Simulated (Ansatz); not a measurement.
# AsHF₂ (singlet): wave-function methods side by side at a displaced geometry (v1), cc-pVDZ

How much of the correlation energy of AsHF₂ (singlet) does each wave-function method recover here?

Program: Ansatz 0.2.0, Gaussian basis. Level of theory: cc-pVDZ, core rule «outside noble gas», up to 16 orbitals frozen. These are calculated values, not measurements.

To be run: UHF; CCSD(T) on RHF; BCCD(T) on RHF; CISD; CCSDT(Q) on RHF.

19 further runs of the same task are left out: 6 for a known fault of the program, 4 that didn't finish, 9 set aside as unsound or not needed.

**1. The system**

The geometry is a PBE0/def2-TZVP stationary point (not a proven minimum) with its atoms shifted at random (size 0.040 Å). No spin-orbit coupling is included. The filled d shell of As may be among the frozen orbitals whatever the setting's name suggests; the logs give the count.

4 atoms, charge 0, spin multiplicity 1.

Atoms are counted from 1 here; the program's logs count them from 0.

Bond lengths: As1–F2 1.730 Å, As1–F3 1.721 Å, As1–H4 1.598 Å. Angles: F2–As1–F3 95.5°, F2–As1–H4 93.3°, F3–As1–H4 96.5°.

**2. UHF**

File in.yaml:

```yaml
crystal:
  periodic: [false, false, false]
  atoms:
    - {symbol: As, position_ang: [0.030257, -0.384048, 0.011038]}
    - {symbol: F, position_ang: [-0.042666, 0.745001, -1.298323]}
    - {symbol: F, position_ang: [0.005297, 0.804312, 1.255479]}
    - {symbol: H, position_ang: [-1.544730, -0.655780, -0.012926]}
basis:
  gaussian: {orbitals: cc-pVDZ}
magnetization: {spin_polarized: true, initial_magnetization: 0}
hamiltonian: {xc: hf}
output: {orbitals: {seedname: orbitals}}
```

Launch:

```sh
> ansatz run in.yaml --threads 1 --pin off --events-out ev --progress --plain --max-ram 2393MiB
```

The runs that follow: CCSD(T) on RHF; BCCD(T) on RHF; CISD; CCSDT(Q) on RHF.

Q: Predict the results of all the runs planned. Wanted: RCCSDT(Q) below the RHF energy; RMP2 from RCCSDT(Q); RCCSD from RCCSDT(Q); RCCSD(T) from RCCSDT(Q); T1 diagnostic.

**Answer**, as computed:

```
                         quantity         value
   RCCSDT(Q) below the RHF energy   -13.9172 eV
              RMP2 from RCCSDT(Q)  +73.3 kJ/mol
             RCCSD from RCCSDT(Q)  +30.1 kJ/mol
          RCCSD(T) from RCCSDT(Q)   +5.1 kJ/mol
levels within 1 kcal/mol (43 meV)        RCCSDT
                    T1 diagnostic         0.015
```

**Reading.** RCCSD(T) misses by +5.1 kJ/mol, 0.4 % of the correlation energy. These misses are within one basis, not against nature.
